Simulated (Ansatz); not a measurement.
# ZnRe: an axial (c/a) deformation path

The task here is to estimate one member of a computed series from the others.

Computed with Ansatz 0.2.0 (DFT PBEsol, scalar-relativistic, plane waves, PAW, unless a step's input says otherwise).

## Starting point

It takes space group P-6m2 (No. 187, hexagonal). The conventional cell has a = 2.748 Å, b = 2.748 Å, c = 4.494 Å, α = 90.00°, β = 90.00°, γ = 120.00°. Around Zn (site symmetry -6m2) lie 6 Zn at 2.75 Å and 6 Re at 2.75 Å. Re (site symmetry -6m2) is surrounded by 6 Re at 2.75 Å and 6 Zn at 2.75 Å.

Coordinates:

```
CELL_PARAMETERS angstrom
2.74822 0.00000 0.00000
-1.37411 2.38003 0.00000
0.00000 0.00000 4.49407
ATOMIC_POSITIONS crystal
Zn 0.00000 0.00000 0.00000
Re 0.33333 0.66667 0.50000
```

It goes back to an entry of the Materials Project, which need not be the stable form.

The cell is taken as given, not relaxed at this level.

The first run:

input.yaml

```yaml
crystal:
  lattice:
    - [2.7482183437, 0.0, 0.0]
    - [-1.3741091718, 2.3800269008, 0.0]
    - [0.0, 0.0, 4.494066]
  atoms:
    - { symbol: Zn, position: [0.0, 0.0, 0.0] }
    - { symbol: Re, position: [0.3333333333, 0.6666666667, 0.5] }
basis:
  ecutwfc: 420
kpoints:
  mp_grid: { grid: [21, 21, 12] }
hamiltonian:
  xc: pbesol
scf:
  occupations: { method: gaussian, width: 0.15 }
output:
  forces: true
  stress: true
  eigenvalues: true
```

Among the steps run: Zero of the scan; At ρ = 0.850; Point ρ = 1.200; At ρ = 0.920; Point ρ = 1.100.

One table of the session follows, with a row left open; its other results are not shown here.

It belongs to the step «The scan collected». 

```
    ρ  ΔE (meV/atom)  pressure (GPa)
0.850          189.4            -9.1
0.920              ?               ?
1.000            0.0            -9.3
1.100           73.9            -4.5
1.200          263.6             3.6
```

Q: Estimate the row for ρ = 0.920 from the others.

Worked estimate for «ΔE (meV/atom)». A straight line through the neighbours (0.850, 189.4) and (1.000, 0.0) gives 189.4 + (0.0 − 189.4) × (0.920 − 0.850) / (1.000 − 0.850) = 101.0; a parabola fitted to 3 rows on both sides gives 56.2.

The run gave: ΔE (meV/atom): 53.3; pressure (GPa): -10.3. In «ΔE (meV/atom)» the line misses by +47.7 and the parabola by +2.9.
